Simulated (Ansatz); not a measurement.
# C10H7Cl: small, medium and large basis sets

One table from this session's results is given with a row withheld; the runs are named, their logs left out.

Method: one geometry, several basis sets; program: Ansatz 0.2.0, Gaussian basis.

The runs, in order: PBE0-D4/def2-SVP; ωB97M-V/def2-SVP; PBE0-D4/def2-QZVPP; ωB97M-V/def2-QZVPP; the functionals' def2-TZVPP values are taken from earlier runs.

### Structure used throughout

All runs share one geometry, relaxed beforehand with PBE0-D4 in a triple-zeta def2 set.

SMILES `Clc1ccc2ccccc2c1`, 18 atoms, charge 0, spin multiplicity 1.

Atoms are counted from 1 here; the program's logs count them from 0.

Bond lengths: Cl1–C2 1.728 Å, C2–C3 1.407 Å, C2–C11 1.365 Å, C3–C4 1.366 Å, C3–H12 1.082 Å, C4–C5 1.412 Å, C4–H13 1.085 Å, C5–C6 1.411 Å, C5–C10 1.421 Å, C6–C7 1.367 Å, C6–H14 1.085 Å, C7–C8 1.408 Å, C7–H15 1.084 Å, C8–C9 1.367 Å, C8–H16 1.084 Å, C9–C10 1.412 Å, C9–H17 1.085 Å, C10–C11 1.411 Å and more. Angles: Cl1–C2–C3 118.5°, Cl1–C2–C11 120.0°, C3–C2–C11 121.5°, C2–C3–C4 119.4°, C2–C3–H12 119.4°, C4–C3–H12 121.3°, C3–C4–C5 121.2°, C3–C4–H13 119.9°, C5–C4–H13 118.9°, C4–C5–C6 122.2°, C4–C5–C10 118.8°, C6–C5–C10 119.0°, C5–C6–C7 120.7°, C5–C6–H14 118.8°, C7–C6–H14 120.5°, C6–C7–C8 120.2°, C6–C7–H15 120.1°, C8–C7–H15 119.7° and more.

Set-up of the first run:

Contents of in.yaml:

```yaml
crystal:
  periodic: [false, false, false]
  atoms:
    - {symbol: Cl, position_ang: [2.903405, -2.976797, -0.266129]}
    - {symbol: C, position_ang: [1.830429, -1.623108, -0.304186]}
    - {symbol: C, position_ang: [2.165736, -0.523254, -1.115425]}
    - {symbol: C, position_ang: [1.330388, 0.556194, -1.158856]}
    - {symbol: C, position_ang: [0.137314, 0.588424, -0.404984]}
    - {symbol: C, position_ang: [-0.740942, 1.692223, -0.433798]}
    - {symbol: C, position_ang: [-1.889086, 1.691372, 0.308953]}
    - {symbol: C, position_ang: [-2.210481, 0.583156, 1.115715]}
    - {symbol: C, position_ang: [-1.379623, -0.501642, 1.164889]}
    - {symbol: C, position_ang: [-0.187200, -0.530000, 0.409303]}
    - {symbol: C, position_ang: [0.687369, -1.636783, 0.442144]}
    - {symbol: H, position_ang: [3.080791, -0.548850, -1.693125]}
    - {symbol: H, position_ang: [1.580711, 1.408497, -1.781358]}
    - {symbol: H, position_ang: [-0.488819, 2.543667, -1.057020]}
    - {symbol: H, position_ang: [-2.556649, 2.544620, 0.279375]}
    - {symbol: H, position_ang: [-3.123178, 0.593323, 1.700294]}
    - {symbol: H, position_ang: [-1.625669, -1.356253, 1.785902]}
    - {symbol: H, position_ang: [0.448003, -2.493790, 1.060106]}
basis:
  gaussian: {orbitals: def2-SVP}
hamiltonian: {xc: pbe0, dispersion: d4}
output: {orbitals: {seedname: orbitals}}
```

The run is started by

```sh
> ansatz run in.yaml --threads 4 --pin off --events-out ev --progress --plain --max-ram 66560MiB --backend cpu
```

Among the steps run: PBE0-D4 in def2-SVP; ωB97M-V in def2-SVP; PBE0-D4 in def2-QZVPP; ωB97M-V in def2-QZVPP.

One table of the session follows, with a row left open; its other results are not shown here.

It belongs to the step «Functionals by basis». 

| functional | basis | HOMO (eV) |
| --- | --- | --- |
| PBE0-D4 | def2-SVP | -6.47 |
| PBE0-D4 | def2-TZVPP | -6.50 |
| PBE0-D4 | def2-QZVPP | ? |
| ωB97M-V | def2-SVP | -8.37 |
| ωB97M-V | def2-TZVPP | -8.41 |
| ωB97M-V | def2-QZVPP | -8.43 |

Estimate the missing values for PBE0-D4, def2-QZVPP.

As computed: HOMO (eV): -6.52. In the column «HOMO (eV)» it lies between ωB97M-V, def2-SVP (-8.37) and PBE0-D4, def2-TZVPP (-6.50).
